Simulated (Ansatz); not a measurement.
# Al2GeH2O6: molecular dynamics, part 2 of 2

The plan is to see whether any ions leave their sites. Runs: 340 steps of 0.5 fs under a Langevin thermostat at 900 K; 390 steps of 0.5 fs under a Langevin thermostat at 1440 K. Host space group C2/c.

Ansatz 0.2.0; DFT PBEsol, plane waves, PAW, scalar-relativistic, no spin polarisation.

### Step 8. The trajectory

One step in 28; energies are changes from step 0; msd is the mean square displacement from the start, the centre of mass held:

```
time (fs)  T (K)  potential energy change (meV/atom)  msd H (Å²)  msd O (Å²)  msd Al (Å²)  msd Ge (Å²)
      0.0   1375                                 0.0       0.000       0.000        0.000        0.000
     14.0    928                                38.8       0.218       0.034        0.017        0.007
     28.0   1031                                55.5       0.240       0.086        0.053        0.011
     42.0    949                                96.9       0.220       0.100        0.105        0.006
     56.0   1331                                74.9       0.545       0.092        0.072        0.006
     70.0   1191                               113.2       0.847       0.086        0.058        0.016
     84.0   1394                                98.9       0.826       0.079        0.078        0.020
     98.0   1517                                88.5       0.698       0.075        0.067        0.018
    112.0   1378                                88.9       0.639       0.061        0.050        0.024
    126.0   1327                                76.5       0.451       0.053        0.074        0.012
    140.0   1193                                61.7       0.518       0.068        0.086        0.013
    154.0   1087                                81.0       0.745       0.091        0.073        0.026
    168.0    985                               117.7       1.068       0.099        0.079        0.029
    182.0   1358                                57.7       0.851       0.093        0.087        0.038
    195.0   1148                                79.9       0.662       0.099        0.073        0.037
```

time (fs), T (K) and a bar:
```
      0.0       1375 #######################
      8.5       1011 #######
     17.0        909 ###
     25.5       1021 ########
     34.0        845 
     42.5        954 #####
     51.0       1172 ##############
     59.5       1356 ######################
     68.0       1331 #####################
     76.5       1208 ###############
     85.0       1438 #########################
     93.5       1184 ##############
    101.5       1425 #########################
    110.0       1548 ##############################
    118.5       1381 #######################
    127.0       1359 ######################
    135.5       1407 ########################
    144.0       1338 #####################
    152.5       1176 ##############
    161.0       1305 ####################
    169.5        942 ####
    178.0       1133 ############
    186.5       1269 ##################
    195.0       1148 #############
```

Maxima of the velocity power spectrum (cm⁻¹, relative height; resolution about 340 cm⁻¹): 470 (100).

### Step 9. Snapshots as a file

Extended XYZ, with forces in eV/Å:

```xyz
22
Lattice="2.759 -4.309 0.000 2.759 4.309 0.000 -2.068 0.000 9.009" Properties=species:S:1:pos:R:3:forces:R:3 pbc="T T T" time_fs=39.0 T=867 dE=2.1657
Al    2.090    1.142    1.083    1.407    0.903   -3.091
Al    2.429    1.074    3.788    0.974    0.709    1.223
Al    1.443   -1.108    8.291   -2.351    0.080   -1.329
Al    1.453   -1.453    5.083   -0.598    2.461    3.531
Ge    2.399   -1.868    2.259    0.314    0.138   -1.583
Ge    1.327    1.879    6.793    1.160    2.156    0.389
H     2.743    3.698    0.663   -0.396   -0.687   -0.181
H     2.140    3.481    3.701   -3.697    4.081   -2.340
H     0.489   -3.327    8.867   -0.611   -0.091   -0.471
H     1.864   -3.607    5.667   -0.104   -0.817   -0.058
O     2.441   -0.863    3.728    1.346    0.597   -0.823
O     2.327   -0.696    0.827   -0.590   -0.529    2.018
O     1.482    0.890    5.283   -1.835   -0.359    1.387
O     1.461    1.092    8.340   -0.606   -2.514    0.604
O     0.963    1.170    2.523    0.895    1.046    0.306
O     3.759    1.409    2.261   -2.359   -1.090   -0.064
O     2.472   -1.448    6.761    1.023   -0.612   -1.358
O    -0.107   -1.158    7.070    0.131   -0.736   -0.906
O     1.962    3.101    0.540    2.937   -0.016    1.837
O     2.730    2.960    4.091    2.776   -4.536    2.303
O     1.398   -2.975    8.894   -0.279    0.266   -0.084
O     1.156   -3.152    5.179    0.467   -0.449   -1.312
22
Lattice="2.759 -4.309 0.000 2.759 4.309 0.000 -2.068 0.000 9.009" Properties=species:S:1:pos:R:3:forces:R:3 pbc="T T T" time_fs=78.0 T=1263 dE=2.4095
Al    2.401    1.360    0.715   -1.200   -0.299    2.610
Al    2.508    1.058    3.849    1.063   -0.483   -0.258
Al    1.261   -0.950    8.580    0.287    0.391   -1.126
Al    1.342   -1.057    5.413    1.417   -2.787    1.196
Ge    2.444   -2.022    2.328   -0.339    5.349    1.250
Ge    1.339    2.029    6.795   -0.019   -1.207    1.042
H     2.813    3.707    0.997    1.615    1.993    1.687
H     1.853    3.121    4.515    0.020    1.091   -0.428
H     1.297   -3.367    8.051    0.076    1.553    1.378
H     1.815   -3.717    5.435   -0.245   -0.147   -0.278
O     2.597   -0.901    3.935   -0.657   -0.176   -1.411
O     2.250   -0.565    1.093    1.451   -1.537   -0.332
O     1.163    0.647    5.568    0.761    3.975   -0.731
O     1.199    0.814    8.303    1.363    1.419   -1.532
O     1.050    1.337    2.299    3.191   -1.119    1.204
O     3.718    1.534    2.285   -3.065   -1.959   -0.625
O     2.578   -1.404    6.729    0.274    0.109    0.037
O    -0.047   -1.093    7.041   -0.777   -1.703   -0.038
O     2.368    3.122    0.443   -2.024   -0.614   -1.758
O     2.799    2.912    4.327   -4.028   -0.285   -1.713
O     1.463   -2.653    8.769   -0.782   -4.149   -1.150
O     1.023   -3.231    5.128    1.618    0.586    0.977
22
Lattice="2.759 -4.309 0.000 2.759 4.309 0.000 -2.068 0.000 9.009" Properties=species:S:1:pos:R:3:forces:R:3 pbc="T T T" time_fs=117.0 T=1268 dE=2.1867
Al    2.414    1.360    0.969   -0.694   -1.826   -0.773
Al    2.502    1.257    3.906    0.636   -3.757   -1.267
Al    1.471   -1.075    8.276   -0.721   -0.247    2.575
Al    1.137   -1.121    5.477    1.093    1.456   -2.015
Ge    2.445   -1.846    2.385   -1.667    2.056    0.928
Ge    1.213    2.104    6.851    2.961   -3.143    0.902
H     2.757    3.806    0.600    1.230    1.919    0.720
H     2.000    3.481    3.754   -2.267    4.575   -3.994
H     1.144   -3.563    8.084    0.652    1.104    1.938
H     2.417   -3.233    4.930   -2.258    1.558    0.807
O     2.408   -0.739    3.854   -0.670    0.974   -0.177
O     2.440   -0.767    1.057    0.073    1.913   -1.927
O     1.159    0.941    5.248   -0.117   -0.934    2.646
O     1.478    0.823    8.444   -1.383    1.197   -2.492
O     1.116    1.587    2.447    3.220   -2.062    0.265
O     3.746    1.459    2.273   -1.176   -0.294    0.784
O     2.662   -1.139    6.676   -1.232    1.005    0.706
O     0.177   -1.446    7.027   -1.931    0.409   -0.752
O     2.306    3.053    0.273   -0.433   -1.565   -0.420
O     2.269    2.865    4.313    3.462   -0.472    5.616
O     1.392   -3.008    8.917    0.452   -0.306   -2.361
O     1.403   -2.789    5.109    0.770   -3.561   -1.706
22
Lattice="2.759 -4.309 0.000 2.759 4.309 0.000 -2.068 0.000 9.009" Properties=species:S:1:pos:R:3:forces:R:3 pbc="T T T" time_fs=156.0 T=1165 dE=1.7713
Al    2.366    1.198    0.912    0.032    1.312    0.091
Al    2.299    1.466    3.979   -2.050   -0.145   -3.982
Al    1.488   -1.201    8.427    0.492    2.382   -0.207
Al    1.061   -0.866    5.385   -0.324   -2.373    0.119
Ge    2.289   -1.690    2.421    1.232   -1.940   -3.575
Ge    1.348    1.916    6.844   -1.625    1.554    2.625
H     3.122    3.668    1.045   -0.975   -0.503   -0.833
H     1.245    3.411    4.926    1.187    0.040   -1.009
H     0.629   -3.209    8.492   -0.880   -1.472   -0.013
H     1.450   -3.559    5.101   -0.147    2.014   -0.519
O     2.009   -0.586    3.597   -0.214    3.677    4.678
O     2.483   -0.665    0.872   -0.700   -0.112    1.595
O     1.260    0.884    5.442    0.221    0.838   -1.046
O     1.167    0.705    8.136    1.254    1.088    0.617
O     1.013    1.705    2.469    1.555   -1.046    0.943
O     3.644    1.594    2.401   -1.876   -1.089   -1.449
O     2.544   -1.349    6.887    0.817   -0.315   -1.722
O    -0.053   -1.248    6.948    0.339   -0.780    0.167
O     2.486    3.110    0.523   -0.696   -1.065   -0.557
O     2.110    3.399    4.392   -0.797   -0.791    1.065
O     1.460   -2.908    8.843    0.865    0.333    0.454
O     1.009   -2.680    4.824    2.292   -1.606    2.560
22
Lattice="2.759 -4.309 0.000 2.759 4.309 0.000 -2.068 0.000 9.009" Properties=species:S:1:pos:R:3:forces:R:3 pbc="T T T" time_fs=195.0 T=1148 dE=1.7578
Al    2.326    1.436    0.848    0.509   -1.915    0.780
Al    2.078    1.603    3.799    1.436   -0.574    0.788
Al    1.436   -1.143    8.365   -2.045    1.151    0.995
Al    1.196   -0.988    5.510   -0.053   -0.908   -1.437
Ge    2.248   -1.735    2.383   -1.852    3.324   -1.291
Ge    1.349    1.834    7.012   -1.223    3.893   -2.079
H     2.512    4.058    0.412    1.125    0.514    0.834
H     1.403    3.950    3.835   -2.034    1.183   -1.393
H     1.071   -3.216    8.217    0.496   -0.867    0.201
H     1.633   -3.541    5.040    0.255   -0.174    0.109
O     2.187   -0.609    3.768   -0.515    0.490    1.006
O     2.289   -0.523    0.970    1.119   -1.278    0.237
O     1.037    0.916    5.568    1.018   -0.703   -1.175
O     1.393    0.901    8.406    0.029   -1.569    1.040
O     0.867    1.565    2.393    1.783   -0.506    1.701
O     3.428    1.793    2.192    0.052   -0.636    1.595
O     2.423   -1.464    6.866    1.341   -0.030   -0.727
O    -0.013   -1.315    7.002   -0.276   -0.296    0.598
O     2.287    3.139    0.251   -0.165    0.423    0.184
O     2.059    3.495    4.305    3.128   -4.020    1.563
O     1.420   -2.926    9.087   -2.290    0.415   -2.668
O     0.956   -2.841    5.001   -1.837    2.083   -0.860
```

Reading of run 2. Against a set 1440 K the second half averages 1282 K, going from 1441 to 1148 K over that half. The atom that moves most swings out by 1.75 Å (the median distance to the nearest neighbour, bonds to H left out, is 1.82 Å), and none ends a neighbour distance from its start.

### Step 10. Results

This closing draws on all 2 parts.

```
                                    quantity                                    value
                               run 1: length                      340 steps of 0.5 fs
     run 1: temperature, first and last step                            859 and 813 K
             run 1: temperature, second half           mean 797 K, from 562 to 1168 K
        run 1: potential energy, second half  +72 meV/atom from this run's first step
run 1: mean square displacement, second half  H 0.424, O 0.031, Al 0.017, Ge 0.009 Å²
                               run 2: length                      390 steps of 0.5 fs
     run 2: temperature, first and last step                          1375 and 1148 K
             run 2: temperature, second half          mean 1282 K, from 916 to 1660 K
        run 2: potential energy, second half  +76 meV/atom from this run's first step
run 2: mean square displacement, second half  H 0.703, O 0.078, Al 0.074, Ge 0.024 Å²
```

**Reading.** Mean temperatures of the second halves: 797 K, 1282 K. In the last run: the atom that moves most swings out by 1.75 Å (the median distance to the nearest neighbour, bonds to H left out, is 1.82 Å), and none ends a neighbour distance from its start. A run of 195 fs with 22 atoms shows the motion but fixes no equilibrium value. The nuclei move classically, without zero-point motion, which matters most for hydrogen.
